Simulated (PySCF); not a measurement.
# Cl4Ga ([GaCl4]-): the cost of one run

Computed with PySCF 2.14.0 and routines of our own; the level stands in each step. Atoms count from 0.

## (1) The starting structure

5 atoms, charge -1, multiplicity 1; geometry from: GFN2-xTB.

## (2) Optimising the geometry at PBE0-D3(BJ)/def2-SVP

Job settings and geometry (Å):

```
{"job": {"xc": "PBE0", "basis": "def2-SVP", "d3": "d3bj", "grid": 1, "maxiter": 30, "shake": 0.03, "kind": "geom"}, "charge": -1, "multiplicity": 1}
Ga     0.061660    -0.077100     0.012300
Cl    -0.006700    -0.030290     2.164660
Cl     1.983470     0.003810    -0.759160
Cl    -0.931350     1.782710    -0.715340
Cl    -1.032230    -1.789610    -0.764570
```

Command:

```console
$ OMP_NUM_THREADS=1 python heavy_run.py task.json out
```

The driver reads the jobs from task.json and runs them one after another.

Q: Estimate the wall time and peak memory of this first job on 1 thread of Intel Xeon Platinum 8488C, shared host.

About 41 s, with a peak of 0.42 GiB.
